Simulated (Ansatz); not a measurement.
VH, space group Fm-3m: cell relaxations under several functionals, run with Ansatz 0.2.0, Python API.

`lattice.py`
```python
'''How the lattice of VH depends on the functional.'''

import ansatz as az
from ase import Atoms
import numpy as np

MESH = (12, 12, 12)
OCCUPATIONS = 'fermi_dirac'
SMEARING_WIDTH = 0.1
TOLERANCE = 1e-09
FORCE_TOL = 0.02

def edges_and_angles(cell):
    cell = np.asarray(cell)
    a, b, c = np.linalg.norm(cell, axis=1)
    cosines = cell[1] @ cell[2] / (b * c), cell[0] @ cell[2] / (a * c), cell[0] @ cell[1] / (a * b)
    return (a, b, c, *np.degrees(np.arccos(cosines)))

atoms = Atoms(
    ['V', 'H'],
    scaled_positions=[
        [0.0, 0.0, 0.0],
        [0.5, 0.5, 0.5],
    ],
    cell=[
        [0.0, 1.96375, 1.96375],
        [1.96375, 0.0, 1.96375],
        [1.96375, 1.96375, 0.0],
    ],
    pbc=True,
)
atoms.set_initial_magnetic_moments([1.5, 0.0])
xtal = az.Crystal.from_ase(atoms)

setup = (
    xtal.calculation()
    .kpoints(*MESH)
    .occupations(OCCUPATIONS, width=SMEARING_WIDTH)
    .spin('collinear')
    .scf(tolerance=TOLERANCE)
    .relax(cell=True, force_tolerance=FORCE_TOL, max_steps=60)
)

levels = [('blyp', 'd3bj'), ('pbesol', 'none'), ('pbesol', 'd3bj')]
print('level            a       b       c    alpha   beta  gamma  V/atom  steps')
for name, dispersion in levels:
    seen = []
    run = setup.functional(name, dispersion=dispersion).session().plan()
    res = run.execute(on_event=lambda e: seen.append(e) if e['event'] == 'relax_step' else None)
    cell = res.lattice.cell_ang
    label = name if dispersion == 'none' else f'{name}+{dispersion}'
    print('{:13s} {:7.4f} {:7.4f} {:7.4f} {:6.2f} {:6.2f} {:6.2f}'.format(label, *edges_and_angles(cell)), f'{abs(np.linalg.det(cell)) / len(res.lattice.sites):7.3f} {len(seen):5d}')
```

Rank the levels of theory by the volume of the relaxed cell.

From smallest to largest: BLYP+D3BJ (7.13 Å³ an atom, -5.8 % against the start), PBEsol+D3BJ (7.15 Å³ an atom, -5.6 % against the start) and PBEsol (7.43 Å³ an atom, -1.9 % against the start). The spread is 4.2 % in volume.

The run itself:

```console
$ python lattice.py
level            a       b       c    alpha   beta  gamma  V/atom  steps
DeckWarning: basis.ecutwfc = 420 eV, auto-derived from the records' recommended cutoffs: set by V (normal level)
DeckWarning: relax.cell: scf.convergence.dr2_threshold = 1e-9 eV is looser than the 2e-10 eV advised for a relaxation that steers and ends on the stress (1e-10 eV for each atom of the cell: 2). What [...]
RunWarning: the starting moments were not kept: the SCF closed with an absolute magnetisation of 4.9e-8 μB, where they sum to 1.5 μB in size (1 site). That is at most 0.1 of that sum. Measured as [...]
blyp+d3bj      2.7224  2.7224  2.7224  60.00  60.00  60.00   7.133     7
pbesol         2.7597  2.7597  2.7597  60.00  60.00  60.00   7.431     4
pbesol+d3bj    2.7242  2.7242  2.7242  60.00  60.00  60.00   7.148     5
```
(Warnings from the package without file and line, shortened, repeats left out.)

The SCF didn't keep the moments it started from (some shrank, vanished or turned); what is printed is the state reached. Forces vanish by symmetry, so the ions can't move, and the end may be a saddle. BLYP and dispersion corrections can be off by several per cent in the lattices of metals, and by several GPa in the pressure at a fixed cell. The mesh is modest for a metal, so energies can be off by several to tens of meV an atom and pressures by half a GPa or more; differences at equal mesh fare better. Edges and angles are those of the cell as typed, here a primitive one, not of the conventional cell. The structure comes from a database of computed cells and needn't be a stable or known phase. Hardware and time: 23 s on 1 thread of Intel(R) Xeon(R) Platinum 8559C (Emerald Rapids) (shared host), peak memory 0.42 GiB.
